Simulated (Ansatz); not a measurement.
**One shape, several levels: CaCl (calcium monochloride)**

Wanted: a comparison of 6 runs (U-wB97M-V/STO-3G, UB3LYP/STO-3G, UBHLYP/STO-3G, UHSE06/STO-3G, UPBE/STO-3G, UCCSDTQ/STO-3G) of CaCl (calcium monochloride). 

Program for the calculation: Ansatz 0.2.0.

39 further runs of the same task are left out: 4 that didn't finish, 35 set aside as unsound or not needed.

### 1 The system as given

CaCl: 2 atoms, total charge 0, spin state doublet. As SMILES, `[Cl][Ca]`. The Ca2–Cl1 distance was set to 3.645 Å, away from the relaxed value.

Bond lengths: Cl1–Ca2 3.645 Å.

### 2 The energy at U-wB97M-V/STO-3G (run 1)

run.yaml

```yaml
crystal:
  periodic: [false, false, false]
  atoms:
    - {symbol: Cl, position_ang: [-0.000000, 0.000000, -1.247660]}
    - {symbol: Ca, position_ang: [0.000000, -0.000000, 2.397140]}
basis:
  gaussian: {orbitals: STO-3G}
magnetization: {spin_polarized: true, initial_magnetization: 1}
accuracy: high
hamiltonian: {xc: {name: wB97M-V}}
```

The run is started by

```bash
$ ansatz run run.yaml --threads 1 --pin off --max-ram 3480MiB --events-out events.jsonl --progress --plain --runs-dir runs
```

Log:

```text
Warning: RAYON_NUM_THREADS=1 ignored (pool sized by the plan → 1); use --threads N
Functional definition: wB97M-V
  name "wB97M-V"
  parameter omega = 0.3/bohr
  parameter cx = 0.15
  parameter cx01 = 1.007
  parameter cx10 = 0.259
  parameter css00 = 0.443
  parameter css04 = -1.437
  parameter css10 = -4.535
  parameter css20 = -3.390
  parameter css43 = 4.278
  parameter cos00 = 1.000
  parameter cos10 = 1.358
  parameter cos20 = 2.924
  parameter cos21 = -8.812
  parameter cos60 = -1.390
  parameter cos61 = 9.142
  parameter b = 6.0
  parameter c = 0.01
  gx(w, u) = 1 - cx + cx01*u + cx10*w
  gss(w, u) = css00 + css04*u^4 + css10*w + css20*w^2 + css43*w^4*u^3
  gos(w, u) = cos00 + cos10*w + (cos20 + cos21*u)*w^2 + (cos60 + cos61*u)*w^6
  exchange = spin_sum(e_x_unif_sr(omega)*gx(b97_w, b97_u_x)) + cx*exact_x_sr(omega) + exact_x_lr(omega)
  correlation = spin_sum(e_c_pw_mod_same_spin*gss(b97_w, b97_u_same))
      + integral(e_c_pw_mod_opposite_spin*gos(b97_w_opposite, b97_u_opposite)) + vv10(b, c)
406 factors; integrals over basis functions are off by at most 3.3e-8 eV
144 factors; integrals over basis functions are off by at most 8.9e-10 eV
mean field evaluation 1: about -30637.7611 eV, gradient 6.1e0 eV
mean field evaluation 2: about -30639.1099 eV, gradient 6.3e0 eV
mean field evaluation 4: about -30639.8248 eV, gradient 4.0e-1 eV
mean field evaluation 8: about -30639.8443 eV, gradient 5.3e-2 eV
mean field evaluation 16: about -30639.8445 eV, gradient 1.6e-5 eV
mean field -30639.84448570 eV, -1125.9935164171 hartree, gradient 2.5e-8 eV, S^2 0.776946; 1 other end points of the search recorded, 0 dependent functions left out
reference -30639.84448827 eV, -1125.9935165113 hartree; 19, 18 occupied and 3, 4 virtual orbitals, 406 factors
Total energy: -30639.84448827 eV, -1125.9935165113 hartree
```

Run time: 24 s. Hardware: 1 thread of Intel Xeon Platinum 8488C (Sapphire Rapids), shared host; peak memory 0.6 GiB.

### 3 The energy at UB3LYP/STO-3G (run 2)

input.yaml

```yaml
crystal:
  periodic: [false, false, false]
  atoms:
    - {symbol: Cl, position_ang: [-0.000000, 0.000000, -1.247660]}
    - {symbol: Ca, position_ang: [0.000000, -0.000000, 2.397140]}
basis:
  gaussian: {orbitals: STO-3G}
magnetization: {spin_polarized: true, initial_magnetization: 1}
hamiltonian: {xc: {name: B3LYP}}
accuracy: high
```

The run is started by

```bash
$ ansatz run input.yaml --threads 1 --pin off --max-ram 3480MiB --events-out events.jsonl --progress --plain --runs-dir runs
```

Log:

```text
Warning: RAYON_NUM_THREADS=1 ignored (pool sized by the plan → 1); use --threads N
Functional definition: B3LYP
  name "B3LYP"
  parameter a0 = 0.2
  parameter ax = 0.72
  parameter ac = 0.81
  exchange = (1 - a0 - ax)*slater_x + ax*b88_x + a0*exact_x
  correlation = (1 - ac)*vwn_rpa_c + ac*lyp_c
406 factors; integrals over basis functions are off by at most 3.3e-8 eV
mean field evaluation 1: about -30634.6369 eV, gradient 6.1e0 eV
mean field evaluation 2: about -30486.1720 eV, gradient 8.7e1 eV
mean field evaluation 4: about -30632.1667 eV, gradient 1.5e1 eV
mean field evaluation 8: about -30636.9975 eV, gradient 1.6e-1 eV
mean field evaluation 16: about -30636.9988 eV, gradient 7.4e-9 eV
mean field evaluation 32: about -30636.8331 eV, gradient 1.4e0 eV
mean field -30636.99880620 eV, -1125.8889396240 hartree, gradient 7.4e-9 eV, S^2 0.764450; 4 other end points of the search recorded, 0 dependent functions left out
reference -30636.99883412 eV, -1125.8889406503 hartree; 19, 18 occupied and 3, 4 virtual orbitals, 406 factors
Total energy: -30636.99883412 eV, -1125.8889406503 hartree
```

It took 2.9 s on 1 thread of Intel Xeon Platinum 8488C (Sapphire Rapids), shared host; peak memory 0.15 GiB.

Runs 3 to 5 aren't shown in full; the table further down has their settings and results.

### 4 A single-point energy at UCCSDTQ/STO-3G (run 6)

run.yaml

```yaml
basis:
  gaussian:
    orbitals: STO-3G
crystal:
  periodic: [false, false, false]
  atoms:
    - {symbol: Cl, position_ang: [-0.000000, 0.000000, -1.247660]}
    - {symbol: Ca, position_ang: [0.000000, -0.000000, 2.397140]}
correlation:
  method: ccsdtq
  frozen_orbitals: {Ca: 5, Cl: 5}
accuracy: high
magnetization:
  spin_polarized: true
  initial_magnetization: 1
scf:
  omitted_lower_state_checks: [cluster_reference, increment]
```

The run is started by

```bash
$ ansatz run run.yaml --threads 1 --pin off --max-ram 3480MiB --events-out events.jsonl --progress --plain --runs-dir runs
```

Log:

```text
Warning: RAYON_NUM_THREADS=1 ignored (pool sized by the plan → 1); use --threads N
[... 18 lines left out ...]
10 core orbitals not correlated: weight in the atoms' cores, before any rotation towards them, 1.000 or more for the frozen orbitals, at most 0.000 for the correlated occupied ones
[... 43 lines left out ...]
WARN: these amplitudes may be one of several solutions (largest doubles amplitude 0.13, level shift 1.53 eV)
Total energy: -30601.24976943 eV, -1124.5751867543 hartree
Checks for a lower state left out: cluster_reference, increment
```

Wall time 71 s (1 thread of Intel Xeon Platinum 8488C (Sapphire Rapids), shared host); peak memory 0.5 GiB.

### 5 The series

| run | level | frozen core orbitals | energy (Eh) | ⟨S²⟩ | wall time |
| --- | --- | --- | --- | --- | --- |
| 1 | U-wB97M-V/STO-3G | – | -1125.993517 | 0.777 | 24 s |
| 2 | UB3LYP/STO-3G | – | -1125.888941 | 0.764 | 2.9 s |
| 3 | UBHLYP/STO-3G | – | -1125.939677 | 0.784 | 2.7 s |
| 4 | UHSE06/STO-3G | – | -1125.575776 | 0.769 | 3.9 s |
| 5 | UPBE/STO-3G | – | -1125.447569 | 0.756 | 2.4 s |
| 6 | UCCSDTQ/STO-3G | 10 | -1124.575187 | 0.879 | 71 s |

### 6 Results

```
                                           quantity           value
                                run 6: total energy  -1124.57519 Eh
run 6: correlation energy (10 core orbitals frozen)       -27.0 mEh
           run 6: ⟨S²⟩ of the reference determinant           0.879
                               run 6: T1 diagnostic           0.030
```

In words: Totals of different functionals can't be ranked against each other. In runs 1, 2, 3, 4, 5, 6 the basis is minimal, so the values are rough. Spin contamination of the reference: run 6 ⟨S²⟩ = 0.88. All runs together took 1.8 min, the longest 71 s.
